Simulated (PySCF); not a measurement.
# C11H11: the cost of one run

Programs: PySCF 2.14.0, with density-fitted response routines of our own. Each step states its level of theory. These are calculated values for one molecule, in the gas phase or a continuum, unless marked as measured. Atoms are numbered from 0 throughout.

### 1 The molecule as given

22 atoms, charge 1, multiplicity 1; geometry from: GFN2-xTB. The atoms were then displaced at random by about 0.01 Å, so the start is not that level's minimum.

Bonds of the start (Å): C0–C1 1.43, C1–C2 1.21, C2–C3 1.41, C3–C4 1.49, C4–C5 1.40, C5–C6 1.42, C6–C7 1.37, C7–C8 1.39, C8–C9 1.39, C9–C10 1.37, C10–C5 1.41, C0–H11 1.07, C0–H12 1.12, C0–H13 1.13, C3–H14 1.09, C3–H15 1.10, C4–H16 1.07, C6–H17 1.08, C7–H18 1.10, C8–H19 1.10, C9–H20 1.08, C10–H21 1.09.

### 2 Optimising the geometry at PBE0-D3(BJ)/def2-SVP

The job: settings as JSON, then the geometry in Å.

```
{"job": {"xc": "PBE0", "basis": "def2-SVP", "d3": "d3bj", "grid": 1, "shake": 0.01, "kind": "geom"}, "charge": 1, "multiplicity": 1}
C      3.553730     1.811410     0.478550
C      2.781570     0.616170     0.324760
C      2.105640    -0.381960     0.199830
C      1.510410    -1.658520     0.079540
C      0.033930    -1.804560    -0.071770
C     -0.982470    -0.842360    -0.105850
C     -2.311190    -1.309660    -0.250940
C     -3.349780    -0.413910    -0.308000
C     -3.120340     0.956050    -0.192170
C     -1.819290     1.425610    -0.052840
C     -0.766420     0.551920     0.001500
H      4.534730     1.613140     0.860370
H      3.601410     2.346510    -0.499060
H      3.013000     2.509770     1.177400
H      1.932670    -2.219610    -0.757410
H      1.764420    -2.270580     0.955480
H     -0.284350    -2.820070    -0.148330
H     -2.515470    -2.363160    -0.316540
H     -4.378960    -0.785610    -0.412120
H     -3.966850     1.654540    -0.250810
H     -1.659600     2.491180    -0.000690
H      0.258090     0.898060     0.100240
```

On the command line:

```console
OMP_NUM_THREADS=1 python probes_run.py task.json out
```

The driver reads the jobs from task.json and runs them one after another.

**Question.** How long does this first job take on 1 thread of Arm Neoverse V1, shared host, and how much memory does it need?

About 4.8 min, with a peak of 0.96 GiB.
